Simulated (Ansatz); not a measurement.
# AlF₃H₃P: small, medium and large basis sets

The task here is to estimate one member of a computed series from the others.

Computed with Ansatz 0.2.0, Gaussian basis. Level: one geometry, several basis sets.

Levels to be run: PBE0-D4/def2-SVP; ωB97M-V/def2-SVP; PBE0-D4/def2-QZVPP; ωB97M-V/def2-QZVPP; the functionals' def2-TZVPP values are taken from earlier runs.

**Structure used throughout**

An earlier PBE0-D4 in a triple-zeta def2 set relaxation fixed the geometry.

SMILES `F[P+](F)(F)[AlH3-]`, 8 atoms, charge 0, spin multiplicity 1.

Atoms are counted from 1 here; the program's logs count them from 0.

Bond lengths: F1–P2 1.549 Å, P2–F3 1.549 Å, P2–F4 1.549 Å, P2–Al5 2.508 Å, Al5–H6 1.593 Å, Al5–H7 1.593 Å, Al5–H8 1.593 Å. Angles: F1–P2–F3 99.8°, F1–P2–F4 99.8°, F1–P2–Al5 117.9°, F3–P2–F4 99.8°, F3–P2–Al5 118.0°, F4–P2–Al5 118.0°, P2–Al5–H6 93.9°, P2–Al5–H7 93.9°, P2–Al5–H8 94.0°, H6–Al5–H7 119.5°, H6–Al5–H8 119.6°, H7–Al5–H8 119.5°.

Set-up of the first run:

Contents of in.yaml:

```yaml
crystal:
  periodic: [false, false, false]
  atoms:
    - {symbol: F, position_ang: [1.456294, -0.585154, 1.569272]}
    - {symbol: P, position_ang: [0.641170, -0.751662, 0.262703]}
    - {symbol: F, position_ang: [0.048984, -2.163267, 0.499443]}
    - {symbol: F, position_ang: [1.785617, -1.107047, -0.718765]}
    - {symbol: Al, position_ang: [-0.931935, 1.091659, -0.382242]}
    - {symbol: H, position_ang: [-1.786860, 0.979314, 0.957779]}
    - {symbol: H, position_ang: [0.221856, 2.185604, -0.488087]}
    - {symbol: H, position_ang: [-1.435136, 0.350553, -1.700104]}
basis:
  gaussian: {orbitals: def2-SVP}
hamiltonian: {xc: pbe0, dispersion: d4}
output: {orbitals: {seedname: orbitals}}
```

Started as:

```sh
> ansatz run in.yaml --threads 4 --pin off --events-out ev --progress --plain --max-ram 10444MiB
```

Among the steps run: PBE0-D4 in def2-SVP; ωB97M-V in def2-SVP; PBE0-D4 in def2-QZVPP; ωB97M-V in def2-QZVPP.

One of the session's tables, all rows but one given; the rest of the session is left out.

| functional | basis | HOMO (eV) |
| --- | --- | --- |
| PBE0-D4 | def2-SVP | -8.46 |
| PBE0-D4 | def2-TZVPP | -8.46 |
| PBE0-D4 | def2-QZVPP | ? |
| ωB97M-V | def2-SVP | -10.63 |
| ωB97M-V | def2-TZVPP | -10.69 |
| ωB97M-V | def2-QZVPP | -10.71 |

Q: Estimate the row for PBE0-D4, def2-QZVPP from the others.

The run gave: HOMO (eV): -8.47. In the column «HOMO (eV)» it lies between ωB97M-V, def2-SVP (-10.63) and PBE0-D4, def2-SVP (-8.46).
